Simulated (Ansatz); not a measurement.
**C₂H₇F₂NOSi: one species, many methods**

Aim: compute C₂H₇F₂NOSi with functionals from several rungs and with coupled cluster, and see how far each lands from CCSD(T) at the basis-set limit for the atomisation energy.

Program: Ansatz 0.2.0, Gaussian basis. Level of theory: functionals in def2-TZVPP, the program's frozen cores in correlated methods. These are calculated values, not measurements.

Plan: PBE-D4, r2SCAN-D4, PBE0-D4, B3LYP-D4, ωB97X-V, ωB97M-V, B2PLYP; CCSD(T)/def2-TZVPP; MP2/def2-QZVPP; extrapolation to the limit.

## (1) The relaxed structure

The geometry comes from an earlier relaxation with PBE0-D4 in a triple-zeta def2 set; it is a stationary point, not always the lowest conformer.

14 atoms, charge 0, spin multiplicity 1.

Atoms are counted from 1 here; the program's logs count them from 0.

Bond lengths: C1–N2 1.448 Å, C1–H8 1.091 Å, C1–H9 1.094 Å, C1–H10 1.095 Å, N2–Si3 1.674 Å, N2–H11 1.006 Å, Si3–F4 1.593 Å, Si3–F5 1.587 Å, Si3–O6 1.612 Å, O6–C7 1.413 Å, C7–H12 1.091 Å, C7–H13 1.094 Å, C7–H14 1.093 Å. Angles: N2–C1–H8 109.7°, N2–C1–H9 111.1°, N2–C1–H10 112.6°, H8–C1–H9 107.2°, H8–C1–H10 107.7°, H9–C1–H10 108.4°, C1–N2–Si3 126.4°, C1–N2–H11 114.9°, Si3–N2–H11 118.0°, N2–Si3–F4 115.5°, N2–Si3–F5 108.9°, N2–Si3–O6 108.2°, F4–Si3–F5 102.9°, F4–Si3–O6 108.1°, F5–Si3–O6 113.3°, Si3–O6–C7 126.5°, O6–C7–H12 108.1°, O6–C7–H13 111.5° and more.

## (2) PBE-D4 (GGA)

The input, in.yaml:

```yaml
crystal:
  periodic: [false, false, false]
  atoms:
    - {symbol: C, position_ang: [-0.949286, 2.323317, -0.745822]}
    - {symbol: N, position_ang: [-0.928619, 0.954670, -0.272371]}
    - {symbol: Si, position_ang: [0.421253, -0.023112, -0.117630]}
    - {symbol: F, position_ang: [0.968698, -0.655690, -1.473091]}
    - {symbol: F, position_ang: [1.642181, 0.860221, 0.379860]}
    - {symbol: O, position_ang: [0.056764, -1.230722, 0.885581]}
    - {symbol: C, position_ang: [0.734910, -2.465625, 0.995634]}
    - {symbol: H, position_ang: [0.062790, 2.730741, -0.735754]}
    - {symbol: H, position_ang: [-1.558779, 2.956118, -0.094651]}
    - {symbol: H, position_ang: [-1.332916, 2.408477, -1.768113]}
    - {symbol: H, position_ang: [-1.834325, 0.531830, -0.156748]}
    - {symbol: H, position_ang: [0.065034, -3.177174, 1.480068]}
    - {symbol: H, position_ang: [1.018361, -2.856641, 0.014551]}
    - {symbol: H, position_ang: [1.633933, -2.356430, 1.608476]}
basis:
  gaussian: {orbitals: def2-TZVPP}
hamiltonian: {xc: pbe, dispersion: d4}
output: {forces: true, orbitals: {seedname: orbitals}}
```

On the command line:

```
> ansatz run in.yaml --threads 2 --pin off --events-out ev --progress --plain --max-ram 22528MiB --backend cuda --devices 0, --max-vram 18GiB
```

Further steps of the session: r2SCAN-D4 (meta-GGA); PBE0-D4 (hybrid); B3LYP-D4 (hybrid); ωB97X-V (range-separated); ωB97M-V (range-separated); B2PLYP (double hybrid); CCSD(T) in def2-TZVPP; MP2 in def2-QZVPP.

Before running them: what should the planned runs give, taken together? Wanted: atomisation energy, CCSD(T)/CBS; farthest; mean size of error, hybrid; mean size of error, range-separated; gap, smallest and largest; T1 diagnostic; triples share of the correlation energy.

**Answer**, as computed:

```
                               quantity                                  value
        atomisation energy, CCSD(T)/CBS                        1361.8 kcal/mol
functionals within 6.8 kcal/mol (0.5 %)  r2SCAN-D4, B3LYP-D4, ωB97X-V, ωB97M-V
                               farthest                PBE-D4 (+17.6 kcal/mol)
             mean size of error, hybrid                           7.7 kcal/mol
    mean size of error, range-separated                           0.4 kcal/mol
              gap, smallest and largest   5.95 eV (PBE-D4), 12.66 eV (ωB97X-V)
                          T1 diagnostic                                 0.0107
triples share of the correlation energy                                  3.3 %
```

In words: PBE-D4 is off by +17.6 kcal/mol. Double hybrids carry the basis error of their MP2 part in triple zeta, and no dispersion term here, so their miss is partly the set-up's. The reference freezes the cores and leaves out relativity and excitations past (T), so misses under about 6.8 kcal/mol can't be ranked. Hartree-Fock recovers 73 % of the binding; the rest is correlation. The gap grows from 5.9 to 12.7 eV across the functionals, mostly with the share of exact exchange.
